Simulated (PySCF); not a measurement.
# [Pb2]2+: other functionals and bases at one geometry

An exercise on one series of results from a longer session: the logs are not shown, and one member is left open.

Program: PySCF 2.14.0. Level of theory: several levels, as the steps say, no spin–orbit coupling. These are calculated values, not measurements.

3 further runs of the same task are left out: 2 for a known fault of the program, 1 that didn't finish.

## Where the work starts

2 atoms, charge 2, spin multiplicity 1.

No contacts short enough for the rule that draws bonds.

Coordinates:

```xyz
2
Pb2
Pb    0.00000    0.00000    1.78130
Pb    0.00000    0.00000   -1.78130
```

An earlier session relaxed this geometry at B3LYP, Pb def2-SVP with ECP60 (singlet, point group D∞h).

At B3LYP on the finer grid: E = -385.210878 Eh, HOMO -14.92 eV, LUMO -13.24 eV, Mulliken charge on Pb1 +1.00 e, largest force component 0.009 eV/Å. The gap is small, and the closed shell wasn't tested for a lower spin-broken solution.

Levels to run: HF; TPSS; revPBE; PBE; B3LYP, TZVP; B3LYP, x2c-SVP. Hardware: 2 threads of Arm Neoverse V1, shared host.

The first run:

Contents of run.py (the lines that set the calculation):

```python
mol = gto.M(atom='''
Pb     0.00000     0.00000     1.78130
Pb     0.00000     0.00000    -1.78130''',
    basis={'Pb': 'def2-SVP'},
    ecp={'Pb': 'def2-SVP'},
    charge=2, spin=0)
mf = scf.RHF(mol)
mf = mf.density_fit()  # fitting sets: Pb def2-universal-JKFIT
mf.conv_tol = 1e-08; mf.max_cycle = 55
mf.kernel(dm0)  # dm0: the density of the relaxed state
```

Launch:

```console
$ OMP_NUM_THREADS=2 python run.py
```

Steps of the session up to this table: HF; TPSS; revPBE; PBE; B3LYP, TZVP; B3LYP, x2c-SVP.

One table of the session follows, with a row left open; its other results are not shown here.

| level | HOMO (eV) | gap (eV) | largest force component (eV/Å) |
| --- | --- | --- | --- |
| B3LYP (relaxed here) | -14.92 | 1.68 | 0.01 |
| HF | -16.27 | 6.30 | 0.15 |
| TPSS | -14.32 | 0.77 | 0.02 |
| revPBE | -14.25 | 0.64 | 0.08 |
| PBE | ? | ? | ? |
| B3LYP, TZVP | -14.91 | 1.69 | 0.01 |
| B3LYP, x2c-SVP | -14.98 | 1.70 | 0.41 |

Estimate the missing values for PBE.

As computed: HOMO (eV): -14.33; gap (eV): 0.60; largest force component (eV/Å): 0.02. In the column «HOMO (eV)» it lies between B3LYP, TZVP (-14.91) and TPSS (-14.32).

In one basis the HOMO–LUMO gap runs from 0.60 eV (PBE) to 6.30 eV (HF). The largest leftover force, 0.41 eV/Å with B3LYP, x2c-SVP, stands at a geometry relaxed at another level. Total energies of different levels can't be compared.
